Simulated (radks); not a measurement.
# Ta²⁺ in [Kr] 4d10 4f14 5s2 5p5 5d3 6d1: an all-electron calculation

Wanted: eigenvalues, radial structure and energy terms of the tantalum ion Ta2+.

Program: radks (a radial shooting solver on a logarithmic mesh, Libxc functionals) version 1. Level of theory: Dirac Kohn-Sham, PBE, spin-unpolarised, spherical densities, finite nucleus; open shells are shared between the two j in proportion to 2j + 1. These are calculated values, not measurements, unless marked.

## 1. Starting point

* element: tantalum (Z = 73)
* charge: +2
* electrons: 71
* configuration: [Kr] 4d10 4f14 5s2 5p5 5d3 6d1
* nuclear rms radius: 5.3507 fm

The outer shells:

Ta²⁺
```
[Kr] core
4d [↑↓][↑↓][↑↓][↑↓][↑↓]
4f [↑↓][↑↓][↑↓][↑↓][↑↓][↑↓][↑↓]
5s [↑↓]
5p [↑↓][↑↓][↑ ]
5d [↑ ][↑ ][↑ ][  ][  ]
6d [↑ ][  ][  ][  ][  ]
```

## 2. The calculation

Settings of this run:

```text
Z 73
configuration [Kr] 4d10 4f14 5s2 5p5 5d3 6d1 6s0 6p0
relativity Dirac
functional pbe,pbe
spin unpolarised
j_filling average
nucleus finite rms 5.3507 fm
c 137.035999084
```

Run with:

```sh
> python run_ks.py task.json out
```

The same process makes all the runs of this session.

Q: Predict the outcome of this run.

As calculated:

```
                        quantity                   value
                    total energy     -15620.8289 hartree
exchange-correlation share of it                  2.03 %
                            −T/E                  1.1221
          highest occupied level        6d5/2, -8.572 eV
    most extended occupied level  6d5/2, <r> = 5.11 bohr
 radius at density 0.001 e/bohr³               4.76 bohr
    maxima of the radial density                       5
```

6 principal shells are occupied and 5 maxima appear in the radial density; where shells overlap, one shows as a shoulder or not at all. −T/E is 1.122: with relativity the kinetic term as defined here no longer equals −E. This is not the tabulated ground configuration, so its levels and sizes aren't those of the ground state, and no measured value stands beside it.
